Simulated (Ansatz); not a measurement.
# SiC, 2 atoms: a single-point run on a GPU

Aim: a converged self-consistent solution for SiC in a cell of 2 atoms, and what it costs in time.

Computed with Ansatz 0.2 early development (run time, single point, HSE06, NC, unless a step's input says otherwise).

## Step 1: The system as given

The structure is monoclinic, space group Cm (No. 8). Conventional cell: a = 5.340 Å, b = 3.083 Å, c = 3.083 Å, α = 90.00°, β = 125.26°, γ = 90.00°. Si (site symmetry m) has 4 C at 1.86 to 1.91 Å as nearest neighbours. Around C (site symmetry m) lie 4 Si at 1.86 to 1.91 Å.

The space group Cm holds at a tolerance of 0.01 Å; at 0.001 Å the coordinates give P1. Cell or atoms stand a little off a more symmetric structure (F-43m at a tolerance of 0.3 Å), so results at this geometry aren't those of that ideal crystal.

Structure file:

```
CELL_PARAMETERS angstrom
0.00000 2.18000 2.18000
2.18000 0.00000 2.18000
2.18000 2.18000 0.00000
ATOMIC_POSITIONS crystal
Si 0.00000 0.00000 0.00000
C 0.26200 0.25000 0.24300
```

## Step 2: The run

The input, input.yaml:

```yaml
crystal:
  lattice:
    - [0.0, 2.18, 2.18]
    - [2.18, 0.0, 2.18]
    - [2.18, 2.18, 0.0]
  atoms:
    - { symbol: Si, position: [0.0, 0.0, 0.0] }
    - { symbol: C, position: [0.262, 0.25, 0.243] }
basis:
  ecutwfc: "400.0 eV"
  precision: f64
kpoints:
  mp_grid: { grid: [2, 2, 2] }
hamiltonian:
  xc: hse06
  dispersion: none
  pseudopotentials: { kind: nc }
scf:
  n_bands: 10
  max_iter: 200
  eigensolver: { mixed_precision: false }
  occupations: { method: fixed }
  exx: { max_outer_iter: 60, energy_threshold: "1e-09 eV" }
  convergence: { dr2_threshold: "1e-11 eV" }
output:
  forces: true
```

On the command line:

```bash
> ansatz run input --backend cuda --devices 0,1 --pin auto --threads 8 --events-out ev
```

What does the calculation give? Wanted: free energy; electrons solved for; SCF passes in all; largest force.

As calculated:

| quantity | value |
| --- | --- |
| time per pass of the first SCF | 0.023 s |
| free energy | -271.2761 eV (-135.6381 eV/atom) |
| electrons solved for | 8 |
| SCF passes in all | 34 |
| largest force | 0.726 eV/Å |
| cycles of the exchange loop | 5 |
| wall time | 3.8 s (2 × NVIDIA GB300 with 8 threads of Arm Neoverse V2 (Grace), host not shared) |

The largest share of the engine's clock (48 %) was the work after the first SCF. Force components up to 0.58 eV/Å show that the atoms are not at rest in this geometry. With sampling this coarse (it equals a supercell 5 Å thick at its thinnest) the numbers aren't converged for the crystal.
